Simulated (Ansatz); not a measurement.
**B3LYP/6-31G(d) (spherical functions) run of CH4FGeN (SMILES [H]/N=[C](/F)[GeH3])**

What is the vertical singlet–triplet gap of CH4FGeN at B3LYP/6-31G* (spherical functions)? 

Program for the calculation: Ansatz 0.2.0.

128 further runs of the same task are left out: 128 set aside as unsound or not needed. Runs told in other sessions of the task aren't counted.

### 1 The molecule

The species is CH4FGeN (8 atoms), meant as a singlet with charge 0. As SMILES, `[H]/N=[C](/F)[GeH3]`. Geometry: relaxed at PBE0-D4/def2-TZVP.

Bond lengths: N1–C2 1.246 Å, C2–F3 1.346 Å, C2–Ge4 1.978 Å, N1–H5 1.016 Å, Ge4–H6 1.532 Å, Ge4–H7 1.534 Å, Ge4–H8 1.532 Å. Angles: N1–C2–F3 117.4°, N1–C2–Ge4 131.1°, F3–C2–Ge4 111.5°, C2–N1–H5 111.2°, C2–Ge4–H6 108.9°, C2–Ge4–H7 106.6°, C2–Ge4–H8 108.9°, H6–Ge4–H7 111.0°, H6–Ge4–H8 110.4°, H7–Ge4–H8 111.0°.

### 2 A single-point energy at B3LYP/6-31G(d) (spherical functions)

File run.yaml:

```yaml
crystal:
  periodic: [false, false, false]
  atoms:
    - {symbol: "N", position_ang: [1.895900, 0.222300, -0.348500]}
    - {symbol: C, position_ang: [0.908100, 0.027300, 0.385600]}
    - {symbol: F, position_ang: [1.137400, -0.127100, 1.702400]}
    - {symbol: Ge, position_ang: [-1.019900, -0.103800, -0.035500]}
    - {symbol: H, position_ang: [1.617200, 0.325400, -1.319900]}
    - {symbol: H, position_ang: [-1.766200, 1.006900, 0.710300]}
    - {symbol: H, position_ang: [-1.149700, 0.071600, -1.553900]}
    - {symbol: H, position_ang: [-1.530700, -1.479600, 0.403700]}
basis:
  gaussian:
    orbitals: 6-31G_st_-spherical.json
hamiltonian:
  xc: {name: B3LYP}
accuracy: high
output: {orbitals: {seedname: orbitals}}
```

The basis set 6-31G* is read from a file made from the Basis Set Exchange's data (not shown).

The run is started by

```
$ ansatz run run.yaml --threads 1 --pin off --max-ram 3480MiB --events-out events.jsonl --progress --plain --runs-dir runs
```

Standard output:

```text
Warning: RAYON_NUM_THREADS=1 ignored (pool sized by the plan → 1); use --threads N
Functional definition: B3LYP
  name "B3LYP"
  parameter a0 = 0.2
  parameter ax = 0.72
  parameter ac = 0.81
  exchange = (1 - a0 - ax)*slater_x + ax*b88_x + a0*exact_x
  correlation = (1 - ac)*vwn_rpa_c + ac*lyp_c
1829 factors; integrals over basis functions are off by at most 1.6e-8 eV
mean field evaluation 1: about -61814.7209 eV, gradient 4.9e1 eV
mean field evaluation 2: about -61803.2085 eV, gradient 8.4e1 eV
mean field evaluation 4: about -61819.3406 eV, gradient 5.4e0 eV
mean field evaluation 8: about -61819.5536 eV, gradient 5.1e-1 eV
mean field evaluation 16: about -61819.5542 eV, gradient 1.0e-4 eV
mean field -61819.55417143 eV, -2271.8267130013 hartree, gradient 1.3e-8 eV, S^2 0.000000; 0 other end points of the search recorded, 0 dependent functions left out
reference -61819.55421000 eV, -2271.8267144187 hartree; 29, 29 occupied and 53, 53 virtual orbitals, 1829 factors
Total energy: -61819.55421000 eV, -2271.8267144187 hartree
```

Wall time 13 s (1 thread of Arm Neoverse N1, shared host); peak memory 0.28 GiB.

### 3 The triplet at the same level

File molecule.yaml:

```yaml
crystal:
  periodic: [false, false, false]
  atoms:
    - {symbol: N, position_ang: [1.895900, 0.222300, -0.348500]}
    - {symbol: C, position_ang: [0.908100, 0.027300, 0.385600]}
    - {symbol: F, position_ang: [1.137400, -0.127100, 1.702400]}
    - {symbol: Ge, position_ang: [-1.019900, -0.103800, -0.035500]}
    - {symbol: H, position_ang: [1.617200, 0.325400, -1.319900]}
    - {symbol: H, position_ang: [-1.766200, 1.006900, 0.710300]}
    - {symbol: H, position_ang: [-1.149700, 0.071600, -1.553900]}
    - {symbol: H, position_ang: [-1.530700, -1.479600, 0.403700]}
basis:
  gaussian:
    orbitals: 6-31G_st_-spherical.json
magnetization:
  spin_polarized: true
  initial_magnetization: 2
hamiltonian:
  xc: {name: B3LYP}
accuracy: high
output: {orbitals: {seedname: orbitals}}
```

The basis set 6-31G* is read from a file made from the Basis Set Exchange's data (not shown).

The run is started by

```
$ ansatz run molecule.yaml --threads 1 --pin off --max-ram 3480MiB --events-out events.jsonl --progress --plain --runs-dir runs
```

Standard output, cut to the lines that bear on the results:

```text
Warning: RAYON_NUM_THREADS=1 ignored (pool sized by the plan → 1); use --threads N
[... 7 set-up lines as earlier in the session ...]
1829 factors; integrals over basis functions are off by at most 1.6e-8 eV
mean field evaluation 1: about -61809.3612 eV, gradient 3.4e1 eV
mean field evaluation 2: about -61782.7189 eV, gradient 7.2e1 eV
mean field evaluation 4: about -61814.2141 eV, gradient 7.8e0 eV
mean field evaluation 8: about -61814.6186 eV, gradient 6.2e-1 eV
mean field evaluation 16: about -61814.6207 eV, gradient 8.3e-4 eV
mean field evaluation 32: about -61814.6207 eV, gradient 3.7e-7 eV
mean field -61814.62071865 eV, -2271.6454119556 hartree, gradient 9.6e-8 eV, S^2 2.006211; 2 other end points of the search recorded, 0 dependent functions left out
reference -61814.62075769 eV, -2271.6454133905 hartree; 30, 28 occupied and 52, 54 virtual orbitals, 1829 factors
Total energy: -61814.62075769 eV, -2271.6454133905 hartree
```

Run time: 38 s. Hardware: 1 thread of Arm Neoverse N1, shared host; peak memory 0.42 GiB.

### 4 Outcome

At B3LYP/6-31G* (spherical functions):

| quantity | value |
| --- | --- |
| singlet: total energy | -2271.82671 Eh |
| singlet: HOMO energy | -7.60 eV |
| singlet: LUMO energy | -0.40 eV |
| singlet: HOMO–LUMO gap | 7.20 eV |
| triplet: total energy | -2271.64541 Eh |
| triplet: HOMO energy (highest over α and β) | -2.65 eV |
| triplet: ⟨S²⟩ | 2.006 |
| vertical energy of the triplet above the singlet | 4.933 eV |

At this shape the triplet lies 4.93 eV (476 kJ/mol) above the singlet.
